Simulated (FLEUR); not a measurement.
VWC2:

```xyz
4
Lattice="1.5170 0.8759 4.9339 -1.5170 0.8759 4.9339 0.0000 -1.7517 4.9339" Properties=species:S:1:pos:R:3 pbc="T T T"
W     0.0000    0.0000    0.0000
V     0.0000    0.0000    7.4008
C     0.0000    0.0000    3.6485
C     0.0000    0.0000   11.1532
```

The cell comes from a database or a generator and needn't be the stable form of this composition.

Base run:

```yaml
Program: FLEUR MaX-R8.1 (later development tree)
Functional: PBEsol
Potentials_or_basis: all-electron
Basis: FLAPW
Kmax: 4.73 1/bohr
k_mesh: 8 × 8 × 8
Occupations: fermi-dirac, width 0.05 eV
Spin: collinear spin, ferromagnetic start
Starting_moments: "[0.0, 2.001, 0.0, 0.0] μB"
Hubbard_terms: V d U = 4 eV
```

Its results: band gap on the k mesh none (metal or under the smearing width); net moment 0.83 μB per cell; site moments W -0.07; V +0.95; C -0.06 μB.

**Question.** The run is repeated on the same cell with these changes: hubbard terms from V d U = 4 eV to V d U = 6 eV. What comes out?

**Answer.** Band gap on the k mesh none (metal or under the smearing width); net moment 1.23 μB per cell; site moments W -0.10; V +1.39; C -0.08 μB.

Caveats: the U is typed as a test and isn't derived for this compound.
